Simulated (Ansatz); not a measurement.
# Pt3Pb: stress in a strained cell

Pt3Pb is deformed so: zz strain of -1 %. What stress and forces result, by LAPW, PAW and all-electron datasets made for the crystal?

Method: DFT LDA, scalar-relativistic, in Ansatz 0.2.0.

### Step 1. Starting point

It takes space group Pm-3m (No. 221, cubic). Conventional cell: a = 4.058 Å, b = 4.058 Å, c = 4.058 Å, α = 90.00°, β = 90.00°, γ = 90.00°. Around Pt (site symmetry 4/mmm) lie 8 Pt at 2.87 Å and 4 Pb at 2.87 Å. Pb (site symmetry m-3m) has 12 Pt at 2.87 Å in its first shell of neighbours.

As a file:

```cif
data_structure
_symmetry_space_group_name_H-M 'P 1'
_symmetry_Int_Tables_number 1
_cell_length_a 4.0580
_cell_length_b 4.0580
_cell_length_c 4.0580
_cell_angle_alpha 90.000
_cell_angle_beta 90.000
_cell_angle_gamma 90.000
_cell_volume 66.82
loop_
_atom_site_label
_atom_site_type_symbol
_atom_site_fract_x
_atom_site_fract_y
_atom_site_fract_z
_atom_site_occupancy
Pt1 Pt 0.00000 0.50000 0.50000 1
Pt2 Pt 0.50000 0.00000 0.50000 1
Pt3 Pt 0.50000 0.50000 0.00000 1
Pb1 Pb 0.00000 0.00000 0.00000 1
```

Atoms are numbered in the order of the input: Pt1, Pt2, Pt3, Pb4.

### Step 2. The deformed structure

Space group Pm-3m before, P4/mmm after.

### Step 3. LAPW, all electrons

input.yaml

```yaml
crystal:
  lattice:
    - [4.058, 0.0, 0.0]
    - [0.0, 4.058, 0.0]
    - [0.0, 0.0, 4.01742]
  atoms:
    - { symbol: Pt, position: [0.0, 0.5, 0.5] }
    - { symbol: Pt, position: [0.5, 0.0, 0.5] }
    - { symbol: Pt, position: [0.5, 0.5, 0.0] }
    - { symbol: Pb, position: [0.0, 0.0, 0.0] }
kpoints:
  mp_grid: { grid: [9, 9, 9] }
  band_path:
    path:
      - [0.0, 0.0, 0.0]
      - [0.0, 0.5, 0.0]
      - [0.5, 0.5, 0.0]
      - [0.0, 0.0, 0.0]
      - [0.0, 0.0, 0.5]
      - [0.0, 0.5, 0.5]
      - [0.5, 0.5, 0.5]
      - [0.0, 0.0, 0.5]
      - [0.0, 0.5, 0.0]
    npoints: 5
scf:
  occupations: { method: fermi_dirac, width: 0.03 }
hamiltonian:
  xc: lda
  pseudopotentials: { kind: all_electron, lapw: { basis_error: 0.001 } }
output:
  forces: true
  stress: true
  eigenvalues: true
```

Launch:

```bash
> ansatz run input.yaml --threads 1 --pin off --max-ram 4096MiB --backend cpu --events-out ev --progress --plain --runs-dir out
```

### Step 4. PAW with frozen cores

input.yaml

```yaml
crystal:
  lattice:
    - [4.058, 0.0, 0.0]
    - [0.0, 4.058, 0.0]
    - [0.0, 0.0, 4.01742]
  atoms:
    - { symbol: Pt, position: [0.0, 0.5, 0.5] }
    - { symbol: Pt, position: [0.5, 0.0, 0.5] }
    - { symbol: Pt, position: [0.5, 0.5, 0.0] }
    - { symbol: Pb, position: [0.0, 0.0, 0.0] }
kpoints:
  mp_grid: { grid: [9, 9, 9] }
scf:
  occupations: { method: fermi_dirac, width: 0.03 }
hamiltonian:
  xc: lda
  pseudopotentials: { kind: paw }
output:
  forces: true
  stress: true
  eigenvalues: true
  efg: { contact_densities: true }
```

### Step 5. Datasets made for this crystal

input.yaml: that of step 4 with these lines changed.

```diff
@@ -16,3 +16,3 @@
   xc: lda
-  pseudopotentials: { kind: paw }
+  pseudopotentials: { kind: all_electron, datasets: crystal }
 output:
```

(Steps that only read results are left out.)

**Question.** What will these runs give? Wanted: pressure; largest shear or deviatoric stress.

The runs gave:

| quantity | value |
| --- | --- |
| pressure | LAPW -0.74, PAW -0.75, crystal datasets -0.74 GPa |
| largest shear or deviatoric stress (LAPW) | 0.58 GPa |

In words: The largest part of the stress beyond the pressure is 0.58 GPa in size, in the zz component; the atoms are carried along and not relaxed. No run of the undeformed cell stands beside it, so pressure and stress hold what the given cell had before the change, as far as its symmetry allows. PAW: stress within 0.02 GPa of LAPW. Crystal datasets: stress within 0.01 GPa of LAPW. Spin-orbit coupling is left out, though the cell holds Pb; in elements this heavy it can shift bands and gaps by tenths of an eV.
